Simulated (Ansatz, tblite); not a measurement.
# The cluster Al12: a ladder of methods and basis sets

Aim: run the singlet of the cluster Al12 at one geometry on many levels, and compare frontier levels, spin and run time.

Method: as each input shows; program: Ansatz 0.2.0, Gaussian basis.

Levels to be run: GFN1-xTB, GFN2-xTB, PBE-D4/def2-TZVP, r2SCAN-D4/def2-TZVP, LDA/def2-TZVP, r2SCAN0-D4/def2-TZVP, PBE-D4/def2-SVP, PBE0-D4/def2-SVP, HF/STO-3G, HF/6-31G, B3LYP-D4/6-31G, CCSD(T)/def2-SVP, RPA/def2-SVP.

5 further runs of the same task are left out: 3 that didn't finish, 2 set aside as unsound or not needed.

## Step 1: The geometry

The singlet was relaxed beforehand with PBE-D4/def2-SVP.

12 atoms, charge 0, spin multiplicity 1.

Bond lengths: Al1–Al2 2.770 Å, Al1–Al3 2.534 Å, Al1–Al5 2.489 Å, Al2–Al5 2.779 Å, Al2–Al6 2.755 Å, Al2–Al7 2.557 Å, Al2–Al10 2.661 Å, Al3–Al4 2.592 Å, Al3–Al6 2.764 Å, Al3–Al7 2.662 Å, Al4–Al8 2.562 Å, Al4–Al11 2.825 Å, Al5–Al9 2.563 Å, Al6–Al9 2.821 Å, Al6–Al11 2.514 Å and more. Angles: Al2–Al1–Al3 65.9°, Al2–Al1–Al5 63.5°, Al3–Al1–Al5 120.6°, Al1–Al2–Al5 53.3°, Al1–Al2–Al6 61.0°, Al1–Al2–Al7 111.0°, Al1–Al2–Al10 125.9°, Al5–Al2–Al6 63.5°, Al5–Al2–Al7 152.3°, Al5–Al2–Al10 101.9° and more.

PBE0-D4/def2-TZVP was run before; its log isn't repeated, and its numbers join the tables.

## Step 2: GFN1-xTB

Tight binding, by tblite at 300 K electronic temperature and without a spin-polarisation term:

```python
tblite.interface.Calculator('GFN1-xTB', numbers, positions, charge=0, uhf=0).singlepoint()
```

Energy -399.2511 eV, HOMO -6.11 eV, LUMO -5.74 eV; 0.14 s.

## Step 3: GFN2-xTB

Tight binding, by tblite at 300 K electronic temperature and without a spin-polarisation term:

```python
tblite.interface.Calculator('GFN2-xTB', numbers, positions, charge=0, uhf=0).singlepoint()
```

Energy -330.2803 eV, HOMO -5.94 eV, LUMO -5.87 eV; 2 s.

## Step 4: PBE-D4/def2-TZVP

start.molden holds the orbitals of an earlier run on this state, given as this run's starting guess.

Contents of in.yaml:

```yaml
crystal:
  periodic: [false, false, false]
  atoms:
    - {symbol: Al, position_ang: [-2.548412, -2.002330, -0.232666]}
    - {symbol: Al, position_ang: [-0.465002, -1.187053, 1.400807]}
    - {symbol: Al, position_ang: [-2.004505, 0.467066, -0.403669]}
    - {symbol: Al, position_ang: [-1.482225, 2.921895, -1.051328]}
    - {symbol: Al, position_ang: [-0.749992, -3.670603, 0.187642]}
    - {symbol: Al, position_ang: [-0.068258, -1.277042, -1.323979]}
    - {symbol: Al, position_ang: [-0.178330, 1.352238, 1.319677]}
    - {symbol: Al, position_ang: [0.682850, 3.687424, 0.083565]}
    - {symbol: Al, position_ang: [1.714391, -2.979120, 0.048671]}
    - {symbol: Al, position_ang: [1.959916, -0.451860, 0.587855]}
    - {symbol: Al, position_ang: [0.682351, 1.121962, -1.286797]}
    - {symbol: Al, position_ang: [2.436815, 2.034222, 0.704122]}
basis:
  gaussian: {orbitals: def2-TZVP, initial_orbitals: start.molden}
hamiltonian: {xc: pbe, dispersion: d4}
scf: {omitted_lower_state_checks: [starts]}
output: {orbitals: {seedname: orbitals}}
```

The run is started by

```
ansatz run in.yaml --threads 4 --pin off --events-out ev --progress --plain --max-ram 6963MiB
```

After this run come: r2SCAN-D4/def2-TZVP; LDA/def2-TZVP; r2SCAN0-D4/def2-TZVP; PBE-D4/def2-SVP; PBE0-D4/def2-SVP; HF/STO-3G; HF/6-31G; B3LYP-D4/6-31G; CCSD(T)/def2-SVP; RPA/def2-SVP.

Q: Predict the results of all the runs planned. Wanted: gap in def2-TZVP, named functionals, smallest and largest; correlation energy, CCSD(T)/def2-SVP; binding an atom, functionals in def2-TZVP; PBE0 total energy, smallest basis above largest.

The runs gave:

| quantity | value |
| --- | --- |
| gap in def2-TZVP, named functionals, smallest and largest | 0.51 eV (PBE-D4), 1.38 eV (r2SCAN0-D4) |
| correlation energy, CCSD(T)/def2-SVP | -26.51 eV |
| binding an atom, functionals in def2-TZVP | 2.43 (r2SCAN0-D4) to 2.86 eV (LDA) |
| PBE0 total energy, smallest basis above largest | 27.58 eV (def2-SVP, def2-TZVP) |

In words: Over the named functionals in def2-TZVP the gap runs from 0.51 eV (PBE-D4) to 1.38 eV (r2SCAN0-D4); exact exchange widens it. Notes on CCSD(T)/def2-SVP: large T1 diagnostic.
